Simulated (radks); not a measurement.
# Ge¹³⁺ in [Ar] 3d1: an all-electron calculation

The task here is to estimate one member of a computed series from the others.

Method: scalar-relativistic Kohn-Sham, AM05, spin-polarised, spherical densities, point nucleus; open shells are filled with parallel spins first. Code: radks (a radial shooting solver on a logarithmic mesh, Libxc functionals) version 1.

**The atom as given**

```
element       : germanium (Z = 32)
charge        : +13
electrons     : 19
configuration : [Ar] 3d1
```

The outer shells:

Ge¹³⁺
```
[Ar] core
3d [↑ ][  ][  ][  ][  ]
```

Set-up of the first run:

Settings of this run:

```text
Z 32
configuration [Ar] 3d1
relativity scalar-relativistic
functional am05,am05
spin polarised
nucleus point
c 137.035999084
```

Steps of the session up to this table: Self-consistent calculation.

One of the session's tables, all rows but one given; the rest of the session is left out.

It belongs to the step «Radial structure». Sizes of the orbitals, from the radial functions (bohr):

```
  level      <r>  outermost maximum (interpolated)  90 % within  nodes
  1s up  0.04707                            0.0308       0.0841      0
1s down  0.04707                            0.0308       0.0841      0
  2s up   0.2095                             0.176        0.324      1
2s down   0.2094                             0.176        0.323      1
  2p up        ?                                 ?            ?      ?
2p down   0.1831                             0.141        0.299      0
  3s up   0.5616                             0.514        0.822      2
3s down   0.5624                             0.514        0.823      2
  3p up   0.5585                             0.504        0.833      1
3p down   0.5596                             0.505        0.835      1
  3d up   0.5231                             0.428        0.814      0
3d down   0.5247                             0.429        0.817      0
```

Estimate the missing values for 2p up.

As computed: <r>: 0.1832; outermost maximum (interpolated): 0.141; 90 % within: 0.299; nodes: 0. In the column «<r>» it lies between 2p down (0.1831) and 2s down (0.2094).

Limits of these values: Open shells are spherical and high-spin; term and fine-structure splittings are not resolved.
